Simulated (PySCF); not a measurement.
**SiClF2−, an adduct: interaction energy**

The task here is to estimate one member of a computed series from the others.

Programs: PySCF 2.14.0. All values are calculated, for the isolated system unless a continuum is named. Atoms count from 0, parts from 1.

### The system as given

4 atoms, charge -1, multiplicity 1; geometry: GFN2-xTB. Parts: 1 = atoms 0–2, `F[Si]F`, charge 0; 2 = atom 3, `[Cl-]`, charge -1. In the given geometry Si1 and Cl3 of different parts are bonded (2.34 Å), so values for the parts refer to these atom groups.

Set-up of the first run:

What the job is given:

```
{"job": {"xc": "PBE0", "basis": "def2-TZVPD", "d3": "d3bj", "grid": 3, "kind": "geom", "shake": 0.01}, "charge": -1, "multiplicity": 1, "parts": [{"atoms": "0-2", "charge": 0, "multiplicity": 1}, {"atoms": "3-3", "charge": -1, "multiplicity": 1}]}
F      0.249413     0.506642     1.008722
Si    -0.556886    -0.703958     0.204569
F      0.415713    -0.531416    -1.127914
Cl     0.657754    -2.438905     1.188808
```

Launch:

```console
> OMP_NUM_THREADS=1 python cluster_run.py task.json out
```

The driver reads the jobs from task.json and runs them one after another.

Among the steps run: Optimising the geometry at PBE0-D3(BJ)/def2-TZVPD; Coupled-cluster interaction energy: CCSD(T) and MP2, 2.26 Å; Coupled-cluster interaction energy: CCSD(T) and MP2, 2.37 Å; Coupled-cluster interaction energy: CCSD(T) and MP2, 2.48 Å; Coupled-cluster interaction energy: CCSD(T) and MP2, 2.14 Å; Coupled-cluster interaction energy: CCSD(T) and MP2, 2.82 Å; Coupled-cluster interaction energy: CCSD(T) and MP2, 2.03 Å; Coupled-cluster interaction energy: CCSD(T) and MP2, 3.38 Å; Coupled-cluster interaction energy: CCSD(T) and MP2, 4.51 Å.

One of the session's tables, all rows but one given; the rest of the session is left out.

It belongs to the step «Coupled-cluster interaction energy: CCSD(T) and MP2, 4.51 Å». 

| method | interaction energy (kcal/mol) |
| --- | --- |
| HF/aug-cc-pVDZ | -7.07 |
| MP2/aug-cc-pVDZ | -6.93 |
| CCSD/aug-cc-pVDZ | -6.86 |
| CCSD(T)/aug-cc-pVDZ | ? |
| HF/aug-cc-pVQZ | -7.09 |
| MP2/aug-cc-pVQZ | -7.05 |
| SCS-MP2/aug-cc-pVQZ | -6.95 |
| MP2, extrapolated | -7.07 |
| CCSD(T), limit estimate | -7.00 |

Q: Estimate the row for CCSD(T)/aug-cc-pVDZ from the others.

**Answer.** interaction energy (kcal/mol): -6.85. In the column «interaction energy (kcal/mol)» it is the highest.
